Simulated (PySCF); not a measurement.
# C5H5BF2O2: the cost of one run

Programs: PySCF 2.14.0, with routines of our own; each step states its level. All values are computed. Atoms count from 0.

### 1 The starting structure

15 atoms, charge 0, multiplicity 1; geometry from: GFN2-xTB.

### 2 Relaxing the molecule at PBE0-D3(BJ)/def2-SVP

The job: settings as JSON, then the geometry in Å.

```
{"job": {"xc": "PBE0", "basis": "def2-SVP", "d3": "d3bj", "grid": 2, "kind": "geom"}, "charge": 0, "multiplicity": 1}
C     -2.581323     0.712839     0.285727
O     -2.017934    -0.576544     0.100765
C     -0.690934    -0.633587     0.038432
C      0.104663    -1.744139    -0.132472
C      1.418240    -1.258487    -0.127595
C      1.363390     0.111917     0.044325
B      2.473531     1.151352     0.126333
F      3.749988     0.810068     0.031361
F      2.262183     2.445590     0.294704
O      0.037048     0.475445     0.145137
H     -3.657974     0.562220     0.310823
H     -2.240012     1.155777     1.224442
H     -2.312544     1.377216    -0.538996
H     -0.230459    -2.752599    -0.242821
H      2.317723    -1.829080    -0.236765
```

Started as:

```bash
> OMP_NUM_THREADS=1 python excited_run.py task.json out
```

One launch serves the whole session: the jobs run in the order shown.

Q: Estimate the wall time and peak memory of this first job on 1 thread of Arm Neoverse V1, shared host.

About 2.2 min, with a peak of 0.78 GiB.
